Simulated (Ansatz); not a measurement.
# AlN: the cost of one run

Program: Ansatz 0.2.0. Level of theory: DFT LDA, scalar-relativistic, plane waves, PAW. These are calculated values, not measurements.

2 further runs of the same task are left out: 2 set aside as unsound or not needed.

**1. The starting structure**

It takes space group F-43m (No. 216, cubic). The conventional cell has a = 4.342 Å, b = 4.342 Å, c = 4.342 Å, α = 90.00°, β = 90.00°, γ = 90.00°. Around Al (site symmetry -43m) lie 4 N at 1.88 Å. N (site symmetry -43m) has 4 Al at 1.88 Å as nearest neighbours.

Coordinates:

```
Al N
1.0
     0.00000    2.17114    2.17114
     2.17114    0.00000    2.17114
     2.17114    2.17114    0.00000
Al N
1 1
Cartesian
  0.0000 0.0000 0.0000
  3.2567 3.2567 3.2567
```

It goes back to an entry of the Materials Project, which need not be the stable form.

This cell was relaxed beforehand with the same method: volume 10.23 Å³/atom, gap on the mesh 3.25 eV.

**2. Relaxing at 20 GPa**

What is minimised here is the enthalpy; the energy can go up as the cell is squeezed.

File input.yaml:

```yaml
crystal:
  lattice:
    - [0.0, 2.171140687, 2.171140687]
    - [2.171140687, 0.0, 2.171140687]
    - [2.171140687, 2.171140687, 0.0]
  atoms:
    - { symbol: Al, position: [0.0, 0.0, 0.0] }
    - { symbol: "N", position: [0.75, 0.75, 0.75] }
basis:
  ecutwfc: 420
kpoints:
  mp_grid: { grid: [10, 10, 10] }
hamiltonian:
  xc: lda
scf:
  occupations: { method: fixed }
output:
  forces: true
  stress: true
  eigenvalues: true
relax:
  adjacent_minimum: "off"
  f_tol: 0.001
  max_steps: 60
  cell: { stress_tol: 0.02, p_target: 20.0 }
```

Run with:

```
> ansatz run input.yaml --threads 1 --pin off --max-ram 3072MiB --backend cpu --events-out ev --progress --plain --runs-dir out
```

**Question.** How long does this run take on 1 thread of Intel Xeon at 2.50GHz (Skylake/Cascade Lake), shared host, and how much memory does it need?

About 18 s, with a peak of 0.3 GiB.
